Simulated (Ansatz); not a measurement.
# HSE06/def2-SVP (core potential) run of InPH6 (SMILES [PH3+][InH3-])

What is the energy change on altering one bond length of InPH6 at HSE06/def2-SVP (core potential)? 

Program for the calculation: Ansatz 0.2.0.

50 further runs of the same task are left out: 3 that didn't finish, 47 set aside as unsound or not needed.

## Step 1: Starting point

InPH6 has 8 atoms, charge 0, and is taken as a singlet. SMILES: `[PH3+][InH3-]`. The shape is that of a PBE0-D4/def2-TZVP optimisation.

Bond lengths: P1–In2 2.782 Å, P1–H3 1.411 Å, P1–H4 1.411 Å, P1–H5 1.411 Å, In2–H6 1.731 Å, In2–H7 1.731 Å, In2–H8 1.731 Å. Some angles: P1–In2–H6 95.3°, P1–In2–H7 95.1°, P1–In2–H8 95.2°, In2–P1–H3 119.8°, In2–P1–H4 119.6°, In2–P1–H5 119.7°, H6–In2–H7 119.2°, H6–In2–H8 119.2°, H7–In2–H8 119.2°, H3–P1–H4 97.6°.

## Step 2: The energy at HSE06/def2-SVP (core potential)

job.yaml reads:

```yaml
crystal:
  periodic: [false, false, false]
  atoms:
    - symbol: P
      position_ang: [-0.593300, 0.062600, -1.026600]
    - symbol: In
      position_ang: [0.822000, -0.099900, 1.362800]
    - symbol: H
      position_ang: [-1.997500, -0.077200, -1.021800]
    - symbol: H
      position_ang: [-0.318900, -0.855700, -2.062100]
    - symbol: H
      position_ang: [-0.526800, 1.240500, -1.800800]
    - symbol: H
      position_ang: [0.023300, 1.240800, 2.111900]
    - symbol: H
      position_ang: [2.376100, 0.140700, 0.638900]
    - symbol: H
      position_ang: [0.307400, -1.708800, 1.741800]
basis:
  gaussian:
    orbitals: def2-SVP
hamiltonian:
  xc: hse06
accuracy: high
output: {orbitals: {seedname: orbitals}}
```

Launch:

```
$ ansatz run job.yaml --threads 1 --pin off --max-ram 3480MiB --events-out events.jsonl --progress --plain --runs-dir runs
```

Standard output:

```text
Warning: RAYON_NUM_THREADS=1 ignored (pool sized by the plan → 1); use --threads N
Functional definition: HSE06
  name "HSE06"
  parameter a = 0.25
  parameter omega = 0.11/bohr
  exchange = pbe_x - a*pbe_x_sr(omega) + a*exact_x_sr(omega)
  correlation = pbe_c
1767 factors; integrals over basis functions are off by at most 4.0e-9 eV
104 factors; integrals over basis functions are off by at most 1.6e-9 eV
mean field evaluation 1: about -14551.3912 eV, gradient 1.3e1 eV
mean field evaluation 2: about -14551.8862 eV, gradient 6.1e0 eV
mean field evaluation 4: about -14552.0066 eV, gradient 1.4e-1 eV
mean field evaluation 8: about -14552.0992 eV, gradient 3.5e-3 eV
mean field evaluation 16: about -14552.0992 eV, gradient 5.1e-7 eV
mean field -14552.09924179 eV, -534.7797833686 hartree, gradient 2.4e-8 eV, S^2 0.000000; 0 other end points of the search recorded, 0 dependent functions left out
reference -14552.09924621 eV, -534.7797835310 hartree; 21, 21 occupied and 53, 53 virtual orbitals, 1767 factors
Total energy: -14552.09924621 eV, -534.7797835310 hartree
```

Wall time 5.7 s (1 thread of Intel Xeon Platinum 8488C (Sapphire Rapids), shared host); peak memory 0.26 GiB.

## Step 3: The distorted shape at the same level

run.yaml reads:

```yaml
crystal:
  periodic: [false, false, false]
  atoms:
    - symbol: P
      position_ang: [-0.335995, 0.867066, -1.216104]
    - symbol: In
      position_ang: [1.079305, 0.704566, 1.173296]
    - symbol: H
      position_ang: [-1.740195, 0.727266, -1.211304]
    - symbol: H
      position_ang: [-0.061595, -0.051234, -2.251604]
    - symbol: H
      position_ang: [-0.269495, 2.044966, -1.990304]
    - symbol: H
      position_ang: [0.280605, 2.045266, 1.922396]
    - symbol: H
      position_ang: [2.633405, 0.945166, 0.449396]
    - symbol: H
      position_ang: [0.307400, -1.708800, 1.741800]
basis:
  gaussian:
    orbitals: def2-SVP
hamiltonian:
  xc: hse06
accuracy: high
output: {orbitals: {seedname: orbitals}}
```

Launch:

```
$ ansatz run run.yaml --threads 1 --pin off --max-ram 3480MiB --events-out events.jsonl --progress --plain --runs-dir runs
```

Standard output (excerpt; [...] marks lines left out):

```text
Warning: RAYON_NUM_THREADS=1 ignored (pool sized by the plan → 1); use --threads N
[... 6 set-up lines as earlier in the session ...]
1754 factors; integrals over basis functions are off by at most 3.6e-9 eV
106 factors; integrals over basis functions are off by at most 1.4e-9 eV
mean field evaluation 1: about -14549.5515 eV, gradient 1.4e1 eV
mean field evaluation 2: about -14549.2189 eV, gradient 1.4e1 eV
mean field evaluation 4: about -14550.3754 eV, gradient 5.9e-1 eV
mean field evaluation 8: about -14550.4650 eV, gradient 4.6e-2 eV
mean field evaluation 16: about -14550.4650 eV, gradient 5.9e-6 eV
mean field -14550.46504985 eV, -534.7197279226 hartree, gradient 3.7e-8 eV, S^2 0.000000; 0 other end points of the search recorded, 0 dependent functions left out
reference -14550.46505434 eV, -534.7197280875 hartree; 21, 21 occupied and 53, 53 virtual orbitals, 1754 factors
Total energy: -14550.46505434 eV, -534.7197280875 hartree
```

Wall time 9 s (1 thread of Intel Xeon Platinum 8488C (Sapphire Rapids), shared host); peak memory 0.26 GiB.

## Step 4: Outcome

Level: HSE06/def2-SVP (core potential).

```
                                                          quantity          value
                                         first shape: total energy  -534.77978 Eh
                                          first shape: HOMO energy       -7.10 eV
                                          first shape: LUMO energy       -0.60 eV
                                        first shape: HOMO–LUMO gap        6.49 eV
                                     distorted shape: total energy  -534.71973 Eh
                                      distorted shape: HOMO energy       -5.84 eV
                                      distorted shape: LUMO energy       -1.53 eV
                                    distorted shape: HOMO–LUMO gap        4.31 eV
energy change with the In2–H8 bond stretched from 1.731 to 2.597 Å       1.634 eV
```

With the In2–H8 bond stretched from 1.731 to 2.597 Å the energy rises by 1.63 eV (158 kJ/mol). The first shape isn't relaxed at this level, so the change isn't measured from a minimum.
